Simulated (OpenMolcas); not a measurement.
**C2H3ClSi (SMILES ClC1=C[SiH2]1), step by step**

We compute the energy (HF/ANO-R0), then a single-point energy (CASSCF(2,2)/ANO-R1), then the energy along one coordinate (CASPT2(2,2)/ANO-R1), then the energy along one coordinate (SC-NEVPT2(2,2)/ANO-R1), then an energy scan (MC-PDFT[tPBE](2,2)/ANO-R1) of C2H3ClSi. 

Program for the calculation: OpenMolcas 26.06.

## 1. The structure to begin with

C2H3ClSi has 7 atoms, charge 0, and is taken as a singlet. As SMILES, `ClC1=C[SiH2]1`. Geometry: relaxed at PBE0-D4/def2-TZVP.

Bond lengths: Cl1–C2 1.700 Å, C2–C3 1.327 Å, C2–Si4 1.804 Å, C3–Si4 1.819 Å, C3–H5 1.082 Å, Si4–H6 1.482 Å, Si4–H7 1.482 Å. Some angles: Cl1–C2–C3 135.8°, Cl1–C2–Si4 155.1°, C3–C2–Si4 69.2°, C2–C3–Si4 67.9°, C2–Si4–C3 43.0°, C2–C3–H5 137.0°, Si4–C3–H5 155.1°, C2–Si4–H6 121.6°, C2–Si4–H7 121.6°, C3–Si4–H6 121.6°.

## 2. A single-point energy at HF/ANO-R0 (sfX2C) (run 1)

The input, input.xyz:

```xyz
7

Cl    -1.169200    -2.293300     0.411500
C     -0.358000    -0.819900     0.163200
C      0.836800    -0.330000     0.466700
Si    -0.185900     0.871600    -0.438900
H      1.727500    -0.673800     0.975600
H     -0.837800     2.011300     0.248800
H      0.047800     1.166200    -1.872600
```

The input, step1.input:

```
&GATEWAY
COORD=input.xyz
BASIS=ANO-R0
GROUP=NoSym
&SEWARD
&SCF
PRORBITALS=0
&LOCALISATION
OCCUPIED
FREEZE
PIPEK-MEZEY
&LOCALISATION
FILEORB=$Project.LocOrb
VIRTUAL
PIPEK-MEZEY
```

On the command line:

```sh
$ export MOLCAS_MEM=1860
$ pymolcas step1.input > step1.log
```

The program printed:

```text
--- Start Module: gateway ---
[...]
--- Stop Module: gateway /rc=_RC_ALL_IS_WELL_ ---
[...]
      Basis functions           31
[...]
       Convergence after  11 Iterations
[...]
::    Total SCF energy                               -827.4224457611
[...]
      Total spin, S                                     0.0000000000
[...]
      Total electronic charge=   46.000000
      Total            charge=   -0.000000
[...]
      Dipole Moment (debye):
      Origin of the operator (angstrom)=   -0.4379   -0.7456    0.1002
                   X=  8.1387E-01               Y= -8.7342E-01               Z=  6.8784E-01           Total=  1.3778E+00
      Quadrupole Moment (debye*angstrom):
[...]
--- Start Module: localisation ---
[...]
--- Stop Module: localisation /rc=_RC_ALL_IS_WELL_ ---
--- Start Module: localisation ---
[...]
--- Stop Module: localisation /rc=_RC_ALL_IS_WELL_ ---
[...]
```

Run time: 4.5 s. Hardware: 1 thread of Intel Xeon Platinum 8259CL at 2.50GHz (Skylake/Cascade Lake), shared host; peak memory 0.38 GiB.

## 3. A single-point energy at CASSCF(2,2)/ANO-R1 (sfX2C, RICD fitting) (run 2)

input.xyz is that of step 2.

The input, step2.input:

```
>>> EXPORT MOLCAS_PRINT=2

&GATEWAY
 Coord=input.xyz
 Basis=ANO-R0
 Group=NoSym

&SEWARD

&RASSCF
 FileOrb=$CurrDir/step1.LocOrb
 Alter=2
 1 22 23
 1 24 30
 Spin=1
 Nactel=2 0 0
 Inactive=22
 Ras2=2
 OrbListing=Nothing
>>> COPY $Project.RunFile RUNFIL1
>>> COPY $Project.RasOrb INPORB

&GATEWAY
 Coord=input.xyz
 Basis=ANO-R1
 Group=NoSym
 RICD

&SEWARD
>>> COPY $Project.RunFile RUNFIL2

&EXPBAS

&RASSCF
 FileOrb=$Project.ExpOrb
 Spin=1
 Nactel=2 0 0
 Inactive=22
 Ras2=2
 OrbListing=Nothing
 OrbAppear=Compact
```

On the command line:

```sh
$ export MOLCAS_MEM=1860
$ pymolcas step2.input > step2.log
```

The program printed:

```text
--- Start Module: gateway ---
[...]
      Basis functions           31
[...]
      Number of active orbitals                  2
[...]
      Spin quantum number                      0.0
[...]
      Active orbitals                            2
[...]
      Number of CSFs                             3
[...]
      Number of root(s) required                 1
[...]
      Convergence after 12 iterations
[...]
      printout of CI-coefficients larger than  0.05 for root  1
      energy=    -827.437159
      conf/sym  11     Coeff  Weight
             1  20   0.99416 0.98835
             3  02  -0.10793 0.01165
      Natural orbitals and occupation numbers for root  1
      sym 1:   1.976704   0.023296
      ************************************************************************************************************************
      *                                                    Final results                                                     *
[...]
::    RASSCF root number  1 Total energy:   -827.43715880
[...]
      Basis functions           79
[...]
      Convergence after 16 iterations
[...]
      Natural orbitals and occupation numbers for root  1
      sym 1:   1.980310   0.019690
      ************************************************************************************************************************
      *                                                    Final results                                                     *
[...]
::    RASSCF root number  1 Total energy:   -827.93965253
[...]
      Total electronic charge=   46.000000
      Total            charge=   -0.000000
[...]
      Dipole Moment (debye):
      Origin of the operator (angstrom)=   -0.4379   -0.7456    0.1002
                   X=  7.3571E-01               Y=  1.1667E+00               Z= -1.5761E-01           Total=  1.3883E+00
      Quadrupole Moment (debye*angstrom):
[...]
```

Run time: 16 s. Hardware: 1 thread of Intel Xeon Platinum 8259CL at 2.50GHz (Skylake/Cascade Lake), shared host; peak memory 0.38 GiB.

## 4. An energy scan at CASPT2(2,2)/ANO-R1 (sfX2C, RICD fitting, ipea shift 0.25 Eh, pt2 variant SS) (run 3)

The input, step3.input:

```
* C2H3ClSi CASPT2
>>> EXPORT MOLCAS_PRINT=2
>>> COPY $CurrDir/step2.RasOrb $Project.RasOrb
>>> ForEach K in (1, 2, 3, 4, 5, 6, 7, 8, 9)

&gateway
  coord=$CurrDir/point$K.xyz
  basis=ANO-R1
  group=NoSym
  ricd

&seward

&rasscf
  fileorb=$Project.RasOrb
  spin=1
  nactel=2 0 0
  inactive=22
  ras2=2
  orblisting=Nothing
  orbappear=Compact

&caspt2
  imaginary=0.2
  frozen=12
>>> EndDo
```

On the command line:

```sh
$ export MOLCAS_MEM=1860
$ pymolcas step3.input > step3.log
```

The program printed:

```text
[...]
      Basis functions           79
[...]
      Number of active orbitals                  2
[...]
      Spin quantum number                      0.0
[...]
      Active orbitals                            2
[...]
      Number of CSFs                             3
[...]
      Number of root(s) required                 1
[...]
      Convergence after 14 iterations
[...]
      printout of CI-coefficients larger than  0.05 for root  1
      energy=    -827.913344
      conf/sym  11     Coeff  Weight
             1  20   0.99731 0.99463
             3  02  -0.07329 0.00537
      Natural orbitals and occupation numbers for root  1
      sym 1:   1.989257   0.010743
      ************************************************************************************************************************
      *                                                    Final results                                                     *
[...]
::    RASSCF root number  1 Total energy:   -827.91334367
[...]
::    CASPT2 Root  1     Total energy:   -828.40039330
[...]
      Convergence after 14 iterations
[...]
      Natural orbitals and occupation numbers for root  1
      sym 1:   1.980323   0.019677
      ************************************************************************************************************************
      *                                                    Final results                                                     *
[...]
      Convergence after 17 iterations
[...]
      Convergence after 20 iterations
[...]
      Convergence after 23 iterations
[...]
::    RASSCF root number  1 Total energy:   -827.82305772
[...]
::    CASPT2 Root  1     Total energy:   -828.28848330
[...]
      Convergence after 10 iterations
[...]
::    RASSCF root number  1 Total energy:   -827.82218128
[...]
      Reference weight:           0.83414
[...]
::    CASPT2 Root  1     Total energy:   -828.28660379
[...]
```

Run time: 94 s. Hardware: 1 thread of Intel Xeon Platinum 8259CL at 2.50GHz (Skylake/Cascade Lake), shared host; peak memory 0.085 GiB.

The scan, from its lowest point:

```csv
C2–Cl1 (Å),energy (kJ/mol)
1.530,56.4
1.700,0.0
1.870,21.3
2.125,97.9
2.465,199.1
2.890,284.3
3.400,332.3
4.080,350.2
5.101,355.1
```

## 5. An energy scan at SC-NEVPT2(2,2)/ANO-R1 (sfX2C, RICD fitting, pt2 variant SC-NEVPT2) (run 4)

The input, step4.input:

```
>>> COPY $CurrDir/step2.RasOrb $Project.RasOrb
>>> ForEach K in (1, 2, 3, 4, 5, 6, 7, 8, 9)

&GATEWAY
  Coord=$CurrDir/point$K.xyz
  Basis=ANO-R1
  Group=NoSym
  RICD

&SEWARD

&RASSCF
  FileOrb=$Project.RasOrb
  Spin=1
  Nactel=2 0 0
  Inactive=22
  Ras2=2
  OrbListing=Nothing
  OrbAppear=Compact

&CASPT2
  SC-NEVPT2
  Frozen=12
>>> EndDo
```

On the command line:

```sh
$ export MOLCAS_MEM=1860
$ pymolcas step4.input > step4.log
```

The program printed:

```text
--- Start Module: gateway ---
[...]
      Basis functions           79
[...]
      Number of active orbitals                  2
[...]
      Spin quantum number                      0.0
[...]
      Active orbitals                            2
[...]
      Number of CSFs                             3
[...]
      Number of root(s) required                 1
[...]
      Convergence after 14 iterations
[...]
      printout of CI-coefficients larger than  0.05 for root  1
      energy=    -827.913344
      conf/sym  11     Coeff  Weight
             1  20   0.99731 0.99463
             3  02  -0.07329 0.00537
      Natural orbitals and occupation numbers for root  1
      sym 1:   1.989257   0.010743
      ************************************************************************************************************************
      *                                                    Final results                                                     *
[...]
::    RASSCF root number  1 Total energy:   -827.91334367
[...]
::    SC-NEVPT2 Root  1     Total energy:   -828.39378944
[...]
      Convergence after 14 iterations
[...]
      Natural orbitals and occupation numbers for root  1
      sym 1:   1.980323   0.019677
      ************************************************************************************************************************
      *                                                    Final results                                                     *
[...]
      Convergence after 17 iterations
[...]
      Convergence after 20 iterations
[...]
      Convergence after 23 iterations
[...]
::    RASSCF root number  1 Total energy:   -827.82305772
[...]
::    SC-NEVPT2 Root  1     Total energy:   -828.28452745
[...]
      Convergence after 10 iterations
[...]
::    RASSCF root number  1 Total energy:   -827.82218128
[...]
::    SC-NEVPT2 Root  1     Total energy:   -828.28282802
[...]
```

Run time: 88 s. Hardware: 1 thread of Intel Xeon Platinum 8259CL at 2.50GHz (Skylake/Cascade Lake), shared host; peak memory 0.085 GiB.

The scan, from its lowest point:

```csv
C2–Cl1 (Å),energy (kJ/mol)
1.530,63.7
1.700,0.0
1.870,16.3
2.125,91.3
2.465,195.9
2.890,285.8
3.400,334.0
4.080,350.6
5.101,355.1
```

## 6. The energy along one coordinate at MC-PDFT[tPBE](2,2)/ANO-R1 (sfX2C, RICD fitting) (run 5)

The input, step5.inp:

```
* C2H3ClSi MC-PDFT
>>> COPY $CurrDir/step2.RasOrb $Project.RasOrb
>>> ForEach K in (1, 2, 3, 4, 5, 6, 7, 8, 9)

&GATEWAY
 Coord=$CurrDir/point$K.xyz
 Basis=ANO-R1
 Group=NoSym
 RICD

&SEWARD

&RASSCF
 FileOrb=$Project.RasOrb
 Spin=1
 Nactel=2 0 0
 Inactive=22
 Ras2=2
 OrbListing=Nothing
 OrbAppear=Compact

&MCPDFT
 KSDFT=T:PBE
>>> EndDo
```

On the command line:

```sh
$ export MOLCAS_MEM=1860
$ pymolcas step5.inp > step5.log
```

The program printed:

```text
--- Start Module: gateway ---
[...]
      Basis functions           79
[...]
      Number of active orbitals                  2
[...]
      Spin quantum number                      0.0
[...]
      Active orbitals                            2
[...]
      Number of CSFs                             3
[...]
      Number of root(s) required                 1
[...]
      Convergence after 14 iterations
[...]
      printout of CI-coefficients larger than  0.05 for root  1
      energy=    -827.913344
      conf/sym  11     Coeff  Weight
             1  20   0.99731 0.99463
             3  02  -0.07329 0.00537
      Natural orbitals and occupation numbers for root  1
      sym 1:   1.989257   0.010743
      ************************************************************************************************************************
      *                                                    Final results                                                     *
[...]
::    RASSCF root number  1 Total energy:   -827.91334367
[...]
::    MCPDFT root number  1 Total energy:   -829.24869683
[...]
      Convergence after 14 iterations
[...]
      Natural orbitals and occupation numbers for root  1
      sym 1:   1.980323   0.019677
      ************************************************************************************************************************
      *                                                    Final results                                                     *
[...]
      Convergence after 17 iterations
[...]
      Convergence after 20 iterations
[...]
      Convergence after 23 iterations
[...]
::    RASSCF root number  1 Total energy:   -827.82305772
[...]
::    MCPDFT root number  1 Total energy:   -829.11829686
[...]
      Convergence after 10 iterations
[...]
::    RASSCF root number  1 Total energy:   -827.82218128
[...]
::    MCPDFT root number  1 Total energy:   -829.11666246
[...]
```

It took 97 s on 1 thread of Intel Xeon Platinum 8259CL at 2.50GHz (Skylake/Cascade Lake), shared host; peak memory 0.085 GiB.

The scan, from its lowest point:

```csv
C2–Cl1 (Å),energy (kJ/mol)
1.530,51.2
1.700,0.0
1.870,22.2
2.125,99.0
2.465,205.8
2.890,308.3
3.400,371.8
4.080,393.5
5.101,397.8
```

## 7. Results

| quantity | value |
| --- | --- |
| run 1, HF/ANO-R0: total energy | -827.42245 Eh |
| run 1, HF/ANO-R0: dipole moment | 1.38 D |
| run 1, HF/ANO-R0: HOMO energy | -11.06 eV |
| run 1, HF/ANO-R0: LUMO energy | 3.08 eV |
| run 1, HF/ANO-R0: HOMO–LUMO gap | 14.14 eV |
| run 2, CASSCF(2,2)/ANO-R1: total energy | -827.93965 Eh |
| run 2, CASSCF(2,2)/ANO-R1: dipole moment (CASSCF density) | 1.39 D |
| run 3, CASPT2(2,2)/ANO-R1: lowest energy of the scan | -828.42186 Eh |
| run 4, SC-NEVPT2(2,2)/ANO-R1: lowest energy of the scan | -828.41807 Eh |
| run 5, MC-PDFT[tPBE](2,2)/ANO-R1: lowest energy of the scan | -829.26818 Eh |

Mulliken charges (run 1, HF/ANO-R0) run from -0.50 on C3 to +0.47 on Si4.
